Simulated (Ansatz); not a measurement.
Task: a ladder of methods at one geometry of FH4IOSi2, SMILES O[SiH](I)[SiH2]F, with Ansatz's Python interface. Give the script and its output. Use (for the species named): BLYP, def2-SVP basis, multiplicity 1. The script varies functional: blyp, r2scan0, hse06, revpbe.

The script reads `fh4iosi2.xyz`:
```text
9

O    -0.21580    1.90020   -0.46190
Si    0.24450    0.64260    0.43240
I     2.66700    0.68950    0.34010
Si   -0.50460   -1.37000   -0.34140
F    -0.07040   -2.59810    0.57120
H     0.25890    2.77320   -0.37690
H    -0.13710    0.90390    1.84080
H    -0.08990   -1.62380   -1.73990
H    -2.06390   -1.36370   -0.28140
```

Script `fh4iosi2.py`:
```python
"""One geometry of FH4IOSi2, method by method."""

from pathlib import Path

import ansatz as az
import numpy as np

SETTINGS = {
    "basis": "def2-SVP",
}

molecule = az.Crystal.molecule_from_extxyz("fh4iosi2.xyz")

setup = molecule.calculation().basis(gaussian=SETTINGS["basis"])

print("functional    E (Ha)        dipole (D)   HOMO (eV)  LUMO (eV)")
for name in ["blyp", "r2scan0", "hse06", "revpbe"]:
    report = setup.functional(name).forces().orbitals().run(threads=1, backend="cpu", runs_dir="runs").report
    lines = Path(report["orbitals_path"]).read_text().splitlines()
    field_of = lambda key: [line.split("=")[1].strip() for line in lines if line.startswith(key)]
    orbitals = [(27.211386 * float(e), s, float(n)) for e, s, n in zip(field_of("Ene="), field_of("Spin="), field_of("Occup="))]
    homo = max(e for e, _, n in orbitals if n > 0.5)
    lumo = min(e for e, _, n in orbitals if n < 0.5)
    dipole = 4.803205 * np.linalg.norm(report["charge_distribution"]["dipole_moment_e_ang"])
    print(f"{name:10s} {report['free_energy_ev'] / 27.211386246:14.6f} {dipole:9.3f} {homo:11.3f} {lumo:10.3f}")
```

```console
$ python fh4iosi2.py
functional    E (Ha)        dipole (D)   HOMO (eV)  LUMO (eV)
blyp         -1053.854203     1.824      -6.184     -1.783
r2scan0      -1053.883879     2.005      -7.804     -1.118
hse06        -1053.526056     1.951      -7.193     -1.600
revpbe       -1053.805706     1.832      -6.362     -1.928
```

What to keep in mind:
- These settings explore the input space; basis and method may be short of convergence.
- The geometry is a force-field or estimated start, not a minimum of this method, and the basis set is short of its limit. A lower total doesn't mark the better method: functionals have no common bound, and MP2 and coupled cluster aren't variational.
- def2 sets replace the cores of elements past krypton by effective core potentials.
- Levels such as HOMO and LUMO are orbital energies: with these approximate functionals they aren't the ionisation energy and electron affinity, and their gap isn't the fundamental gap.
- hse06 follows the composition of plane-wave codes, whose totals differ by tens of mHa, up to about 0.1 Ha, from the form usual in Gaussian-basis programs (wpbeh).
- Wall time of the script: 16 s on 1 thread of Intel(R) Xeon(R) 6975P-C (Granite Rapids) (shared host), peak memory 0.36 GiB.

(Lines on the test bed's own set-up are left out of the output.)
